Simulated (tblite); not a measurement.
# C4H10BN2O: the cost of one run

Programs: tblite 0.8.0 and PySCF 2.14.0, with density-fitted response routines of our own. Each step states its level of theory. These are calculated values for one molecule in the gas phase, unless marked as measured. Atoms count from 0, in the outputs and in this text.

**1. Starting geometry**

18 atoms, charge 0, multiplicity 2; geometry from: force field or distance geometry start.

Bonds of the start (Å): C0–C1 1.53, C1–O2 1.40, C1–N3 1.43, N3–B4 1.53, B4–N5 1.52, N5–C6 1.43, C6–C7 1.51, C7–N3 1.43, C0–H8 1.12, C0–H9 1.11, C0–H10 1.10, C1–H11 1.13, B4–H12 1.18, N5–H13 1.05, C6–H14 1.11, C6–H15 1.11, C7–H16 1.10, C7–H17 1.10.

**2. Geometry optimisation with GFN2-xTB**

Job settings and geometry (Å):

```
{"job": {"kind": "relax", "xc": "GFN2-xTB", "basis": "xTB"}, "charge": 0, "multiplicity": 2}
C      2.131700     0.292600    -0.805900
C      1.295900    -0.487200     0.212500
O      0.869400    -1.672500    -0.390300
N      0.247900     0.320900     0.748100
B     -0.596800    -0.365600     1.821500
N     -1.925500    -0.649300     1.143000
C     -2.018000     0.272300     0.049700
C     -0.629300     0.749500    -0.294100
H      3.042200     0.623500    -0.236700
H      1.555200     1.167800    -1.177600
H      2.435900    -0.394700    -1.608200
H      1.989300    -0.798900     1.049600
H     -0.359000    -0.559500     2.961400
H     -1.955200    -1.626100     0.769900
H     -2.612100     1.166400     0.350700
H     -2.513100    -0.214100    -0.813100
H     -0.397500     0.336300    -1.290300
H     -0.569900     1.844800    -0.375900
```

The run is started by

```console
OMP_NUM_THREADS=1 python probes_run.py task.json out
```

One launch serves the whole session: the jobs run in the order shown.

Q: Estimate the wall time of this first job on 1 thread of Arm Neoverse V1, shared host.

About 1 s.
